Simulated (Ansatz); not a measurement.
# CHClNSn radical: one species, many methods

One table from this session's results is given with a row withheld; the runs are named, their logs left out.

Program: Ansatz 0.2.0, Gaussian basis. Level of theory: functionals in def2-TZVPP, the program's frozen cores in correlated methods. These are calculated values, not measurements.

Plan: LDA (SPW92), PBE-D4, revPBE-D4, BLYP-D4, r2SCAN-D4, B97M-V, PBE0-D4, B3LYP-D4, r2SCANh-D4, r2SCAN0-D4, HSE06-D4, BHLYP-D4, CAM-B3LYP-D4, LC-ωPBE, ωB97X-V, ωB97M-V, B2PLYP, PBE-QIDH; CCSD(T)/def2-SVP; CCSD(T)/def2-TZVPP; MP2/def2-QZVPP; extrapolation to the limit; RPA on PBE.

1 further run of the same task is left out (for a known fault of the program).

### The geometry

The geometry comes from an earlier relaxation with PBE0-D4 in a triple-zeta def2 set; it is a stationary point. Sn takes the def2 core potential; no spin-orbit term is included.

SMILES `N#[C][SnH][Cl]`, 5 atoms, charge 0, spin multiplicity 2.

Atoms are counted from 1 here; the program's logs count them from 0.

Bond lengths: N1–C2 1.154 Å, C2–Sn3 2.122 Å, Sn3–Cl4 2.323 Å, Sn3–H5 1.721 Å. Angles: N1–C2–Sn3 174.9°, C2–Sn3–Cl4 104.1°, C2–Sn3–H5 107.2°, Cl4–Sn3–H5 108.2°.

The first run:

in.yaml

```yaml
crystal:
  periodic: [false, false, false]
  atoms:
    - {symbol: N, position_ang: [1.306394, -1.471699, 1.494450]}
    - {symbol: C, position_ang: [0.811918, -0.790430, 0.705367]}
    - {symbol: Sn, position_ang: [0.051767, 0.430125, -0.854709]}
    - {symbol: Cl, position_ang: [-2.141684, -0.288663, -1.119030]}
    - {symbol: H, position_ang: [0.021605, 2.047166, -0.267379]}
basis:
  gaussian: {orbitals: def2-TZVPP}
magnetization: {spin_polarized: true, initial_magnetization: 1}
hamiltonian: {xc: lda}
output: {orbitals: {seedname: orbitals}}
```

The run is started by

```sh
> ansatz run in.yaml --threads 4 --pin off --events-out ev --progress --plain --max-ram 10444MiB
```

Steps of the session up to this table: LDA; PBE-D4 (GGA); revPBE-D4 (GGA); BLYP-D4 (GGA); r2SCAN-D4 (meta-GGA); B97M-V (meta-GGA); B3LYP-D4 (hybrid); r2SCANh-D4 (hybrid); r2SCAN0-D4 (hybrid); HSE06-D4 (hybrid); BHLYP-D4 (hybrid); CAM-B3LYP-D4 (range-separated); LC-ωPBE (range-separated); ωB97X-V (range-separated); ωB97M-V (range-separated); B2PLYP (double hybrid); PBE-QIDH (double hybrid).

One of the session's tables, all rows but one given; the rest of the session is left out.

It belongs to the step «Frontier levels by functional». 

```
  functional  HOMO (eV)  LUMO (eV)  gap (eV)
 LDA (SPW92)      -6.48      -5.75      0.73
      PBE-D4      -6.39      -5.40      0.99
   revPBE-D4      -6.36      -5.27      1.09
     BLYP-D4      -6.23      -5.42      0.81
   r2SCAN-D4          ?          ?         ?
      B97M-V      -6.58      -5.55      1.02
     PBE0-D4      -7.54      -4.59      2.95
    B3LYP-D4      -7.30      -4.98      2.32
  r2SCANh-D4      -7.23      -4.84      2.39
  r2SCAN0-D4      -7.85      -4.39      3.45
    HSE06-D4      -7.15      -4.96      2.19
    BHLYP-D4      -8.52      -3.86      4.67
CAM-B3LYP-D4      -8.78      -3.74      5.04
     LC-ωPBE     -10.13      -2.35      7.78
     ωB97X-V      -9.66      -2.74      6.92
     ωB97M-V      -9.58      -2.85      6.73
```

Estimate the missing values for r2SCAN-D4.

Worked estimate for «HOMO (eV)». Against the share of exact exchange, r2SCANh-D4 (0.1, -7.23), r2SCAN0-D4 (0.25, -7.85) give a slope of -4.13 per unit share; at 0 the line stands at -6.82.

As computed: HOMO (eV): -6.81; LUMO (eV): -5.14; gap (eV): 1.67. In «HOMO (eV)» the line misses by -0.01.
